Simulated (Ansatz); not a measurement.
# SbBr2N2: the cost of one run

Computed with Ansatz 0.2.0 (reference: DFT r2SCAN, plane waves, PAW, scalar-relativistic, no spin polarisation, unless a step's input says otherwise).

### Step 1. Starting point

It takes space group Cmmm (No. 65, orthorhombic). The conventional cell has a = 8.367 Å, b = 8.367 Å, c = 4.183 Å, α = 90.00°, β = 90.00°, γ = 90.00°. Sb (site symmetry mmm) has 2 N at 2.09 Å and 4 Br at 2.96 Å as nearest neighbours. N (site symmetry 2mm) is surrounded by 1 Sb at 2.09 Å. Br (site symmetry m2m) has 2 Sb at 2.96 Å as nearest neighbours.

Coordinates:

```xyz
5
Lattice="4.1835 4.1835 0.0000 4.1835 -4.1835 0.0000 0.0000 0.0000 -4.1835" Properties=species:S:1:pos:R:3 pbc="T T T"
Sb    0.0000    0.0000    0.0000
N     4.1835   -2.0917    0.0000
N     4.1835    2.0917    0.0000
Br    2.0917    0.0000   -2.0917
Br    6.2752    0.0000   -2.0917
```

### Step 2. Baseline

Input file input.yaml:

```yaml
crystal:
  lattice:
    - [4.183451, 4.183451, 0.0]
    - [4.183451, -4.183451, 0.0]
    - [0.0, 0.0, -4.183451]
  atoms:
    - { symbol: Sb, position: [0.0, 0.0, 0.0] }
    - { symbol: "N", position: [0.25, 0.75, 0.0] }
    - { symbol: "N", position: [0.75, 0.25, 0.0] }
    - { symbol: Br, position: [0.25, 0.25, 0.5] }
    - { symbol: Br, position: [0.75, 0.75, 0.5] }
  symmetry: { tolerance: 0.0003 }
kpoints:
  mp_grid: { grid: [3, 3, 4], shift: [0, 0, 0] }
magnetization:
  spin_polarized: false
scf:
  occupations: { method: fermi_dirac }
hamiltonian:
  pseudopotentials: { kind: paw }
  xc: r2scan
basis:
  ecutwfc: 500
output:
  forces: true
  stress: true
  eigenvalues: true
```

Started as:

```console
> ansatz run input.yaml --threads 1 --pin off --max-ram 2560MiB --backend cpu --events-out ev --progress --plain --runs-dir out
```

**Question.** How long does this run take on 1 thread of an x86-64 CPU, shared host, and how much memory does it need?

About 8.7 s, with a peak of 0.74 GiB.
